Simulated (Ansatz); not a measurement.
# C4H8Ge: a ladder of functionals and wavefunction methods

The task here is to estimate one member of a computed series from the others.

The runs use Ansatz 0.2.0, Gaussian basis; functionals in def2-TZVPP, the program's frozen cores in correlated methods.

The runs, in order: PBE-D4, r2SCAN-D4, PBE0-D4, B3LYP-D4, ωB97X-V, ωB97M-V, B2PLYP; CCSD(T)/def2-TZVPP; MP2/def2-QZVPP; extrapolation to the limit.

## Structure used throughout

All runs share one geometry, relaxed beforehand with PBE0-D4 in a triple-zeta def2 set.

SMILES `C=[CH][GeH2][CH]=C`, 13 atoms, charge 0, spin multiplicity 1.

Atoms are counted from 1 here; the program's logs count them from 0.

Bond lengths: C1–C2 1.328 Å, C1–H6 1.087 Å, C1–H7 1.086 Å, C2–Ge3 1.944 Å, C2–H8 1.088 Å, Ge3–C4 1.944 Å, Ge3–H9 1.542 Å, Ge3–H10 1.542 Å, C4–C5 1.328 Å, C4–H11 1.088 Å, C5–H12 1.087 Å, C5–H13 1.086 Å. Angles: C2–C1–H6 121.7°, C2–C1–H7 122.1°, H6–C1–H7 116.1°, C1–C2–Ge3 124.1°, C1–C2–H8 118.6°, Ge3–C2–H8 117.3°, C2–Ge3–C4 111.1°, C2–Ge3–H9 110.4°, C2–Ge3–H10 108.9°, C4–Ge3–H9 108.9°, C4–Ge3–H10 110.3°, H9–Ge3–H10 107.2°, Ge3–C4–C5 124.2°, Ge3–C4–H11 117.2°, C5–C4–H11 118.6°, C4–C5–H12 121.7°, C4–C5–H13 122.1°, H12–C5–H13 116.2°.

Set-up of the first run:

Contents of in.yaml:

```yaml
crystal:
  periodic: [false, false, false]
  atoms:
    - {symbol: C, position_ang: [-1.328524, -1.399377, 0.530457]}
    - {symbol: C, position_ang: [-0.031159, -1.589401, 0.322049]}
    - {symbol: Ge, position_ang: [1.300358, -0.174301, 0.373822]}
    - {symbol: C, position_ang: [0.542619, 1.519955, -0.203092]}
    - {symbol: C, position_ang: [-0.487752, 1.632250, -1.032644]}
    - {symbol: H, position_ang: [-2.037641, -2.222748, 0.509737]}
    - {symbol: H, position_ang: [-1.742766, -0.416154, 0.733981]}
    - {symbol: H, position_ang: [0.321155, -2.599461, 0.123623]}
    - {symbol: H, position_ang: [1.855597, -0.011800, 1.803666]}
    - {symbol: H, position_ang: [2.483441, -0.567387, -0.534296]}
    - {symbol: H, position_ang: [1.010215, 2.428036, 0.171952]}
    - {symbol: H, position_ang: [-0.868495, 2.601572, -1.343467]}
    - {symbol: H, position_ang: [-0.996650, 0.764017, -1.441086]}
basis:
  gaussian: {orbitals: def2-TZVPP}
hamiltonian: {xc: pbe, dispersion: d4}
output: {forces: true, orbitals: {seedname: orbitals}}
```

Run with:

```sh
ansatz run in.yaml --threads 2 --pin off --events-out ev --progress --plain --max-ram 32768MiB --backend cuda --devices 0, --max-vram 18GiB
```

Among the steps run: PBE-D4 (GGA); r2SCAN-D4 (meta-GGA); PBE0-D4 (hybrid); B3LYP-D4 (hybrid); ωB97X-V (range-separated); ωB97M-V (range-separated); B2PLYP (double hybrid); CCSD(T) in def2-TZVPP; MP2 in def2-QZVPP.

One of the session's tables, all rows but one given; the rest of the session is left out.

| method | atomisation energy (eV) |
| --- | --- |
| PBE-D4 | 52.455 |
| r2SCAN-D4 | 51.645 |
| PBE0-D4 | 51.742 |
| B3LYP-D4 | 51.534 |
| ωB97X-V | 51.564 |
| ωB97M-V | 51.513 |
| B2PLYP | 51.051 |
| HF/def2-TZVPP | 38.397 |
| MP2/def2-TZVPP | 51.021 |
| CCSD/def2-TZVPP | 49.813 |
| CCSD(T)/def2-TZVPP | 50.567 |
| MP2/CBS | ? |
| CCSD(T)/CBS | 51.594 |

Estimate the missing values for MP2/CBS.

**Answer.** atomisation energy (eV): 52.048. In the column «atomisation energy (eV)» it lies between PBE0-D4 (51.742) and PBE-D4 (52.455).

Caveats from the session: Free atoms (4 C, 1 Ge, 8 H) were run apart at each level; the atomisation energy is their sum less the molecule, without zero-point or spin-orbit terms.
